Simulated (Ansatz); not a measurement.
Crystal: NbTe.

```
CELL_PARAMETERS angstrom
3.70297 0.00000 0.00000
-1.85149 3.20687 0.00000
0.00000 0.00000 3.69421
ATOMIC_POSITIONS crystal
Te 0.66667 0.33333 0.00000
Nb 0.00000 0.00000 0.50000
```

The cell comes from a database or a generator and needn't be the stable form of this composition.

* Program: Ansatz 0.2.0
* Task: relaxation of cell and atoms
* Functional: PBEsol0
* Potentials or basis: Ansatz PAW
* Cutoff: 420 eV (not typed: the program's choice for these potentials)
* k mesh: 4 × 4 × 4
* Occupations: fermi-dirac, width 0.05 eV
* Spin: no spin polarisation

At the start: volume 21.93 Å³/atom.

Where does the relaxation end?

It ends after 6 steps and the volume is 20.62 Å³/atom (-6.0 %); space group P-6m2 (No. 187, to 0.05 Å).

The path:
```tsv
step	energy change (eV)	largest force (eV/Å)	volume (Å³)
1	0.0000	0.0000	43.87
2	-0.0318	0.0000	39.35
3	-0.0785	0.0000	41.50
4	-0.0791	0.0000	41.22
5	-0.0793	0.0000	41.25
6	-0.0786	0.0000	41.25
```

Final structure:
```yaml
crystal:
  lattice:
    - [3.64433, 0.00000, 0.00000]
    - [-1.82217, 3.15608, 0.00000]
    - [0.00000, 0.00000, 3.58603]
  atoms:
    - { symbol: Te, position: [0.66667, 0.33333, 0.00000] }
    - { symbol: Nb, position: [0.00000, 0.00000, 0.50000] }
```

Caveat: the k mesh is coarse (spacing up to 0.49 Å⁻¹), so the values aren't converged, least of all with exact exchange; the plane-wave basis is chosen anew once the cell has moved, so the energies of steps on either side of that aren't comparable; the PAW data sets come from PBE, with cores solved anew for the run's functional, which leaves a small shift of forces and pressure.
